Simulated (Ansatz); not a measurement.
# GeH₅NOS: small, medium and large basis sets

The task here is to estimate one member of a computed series from the others.

Method: one geometry, several basis sets; program: Ansatz 0.2.0, Gaussian basis.

The runs, in order: PBE0-D4/def2-SVP; ωB97M-V/def2-SVP; PBE0-D4/def2-QZVPP; ωB97M-V/def2-QZVPP; the functionals' def2-TZVPP values are taken from earlier runs.

## The relaxed structure

All runs share one geometry, relaxed beforehand with PBE0-D4 in a triple-zeta def2 set.

9 atoms, charge 0, spin multiplicity 1.

Atoms are counted from 1 here; the program's logs count them from 0.

Bond lengths: N1–Ge2 1.814 Å, N1–H5 1.010 Å, N1–H6 1.010 Å, Ge2–O3 1.773 Å, Ge2–S4 2.239 Å, Ge2–H7 1.535 Å, O3–H8 0.960 Å, S4–H9 1.343 Å. Angles: Ge2–N1–H5 113.9°, Ge2–N1–H6 116.3°, H5–N1–H6 110.1°, N1–Ge2–O3 103.4°, N1–Ge2–S4 113.8°, N1–Ge2–H7 110.9°, O3–Ge2–S4 108.4°, O3–Ge2–H7 111.8°, S4–Ge2–H7 108.4°, Ge2–O3–H8 110.9°, Ge2–S4–H9 93.7°.

Coordinates:

```xyz
9

N    -0.1018    0.7788   -1.5099
Ge    0.3670    0.0727    0.0940
O     0.7958   -1.6007   -0.3038
S    -1.2982    0.0401    1.5900
H    -0.6697    0.1652   -2.0770
H    -0.5054    1.7040   -1.4897
H     1.5515    0.8357    0.7026
H     0.4216   -2.2117    0.3355
H    -0.4723    0.1697    2.6412
```

The first run:

Contents of in.yaml:

```yaml
crystal:
  periodic: [false, false, false]
  atoms:
    - {symbol: N, position_ang: [-0.101793, 0.778845, -1.509947]}
    - {symbol: Ge, position_ang: [0.367011, 0.072665, 0.093998]}
    - {symbol: O, position_ang: [0.795764, -1.600738, -0.303831]}
    - {symbol: S, position_ang: [-1.298223, 0.040110, 1.589967]}
    - {symbol: H, position_ang: [-0.669728, 0.165225, -2.077024]}
    - {symbol: H, position_ang: [-0.505380, 1.704009, -1.489693]}
    - {symbol: H, position_ang: [1.551505, 0.835725, 0.702551]}
    - {symbol: H, position_ang: [0.421595, -2.211750, 0.335538]}
    - {symbol: H, position_ang: [-0.472251, 0.169708, 2.641241]}
basis:
  gaussian: {orbitals: def2-SVP}
hamiltonian: {xc: pbe0, dispersion: d4}
output: {orbitals: {seedname: orbitals}}
```

Steps of the session up to this table: PBE0-D4 in def2-SVP; ωB97M-V in def2-SVP; PBE0-D4 in def2-QZVPP; ωB97M-V in def2-QZVPP.

One of the session's tables, all rows but one given; the rest of the session is left out.

It belongs to the step «Density functionals: the series». 

```
functional       basis  HOMO (eV)  LUMO (eV)
   PBE0-D4    def2-SVP      -7.23       0.79
   PBE0-D4  def2-TZVPP          ?          ?
   PBE0-D4  def2-QZVPP      -7.48       0.02
   ωB97M-V    def2-SVP      -9.44       2.74
   ωB97M-V  def2-TZVPP      -9.67       1.98
   ωB97M-V  def2-QZVPP      -9.72       1.42
```

**Question.** Estimate the row for PBE0-D4, def2-TZVPP.

The run gave: HOMO (eV): -7.43; LUMO (eV): 0.24. In the column «HOMO (eV)» it lies between PBE0-D4, def2-QZVPP (-7.48) and PBE0-D4, def2-SVP (-7.23).
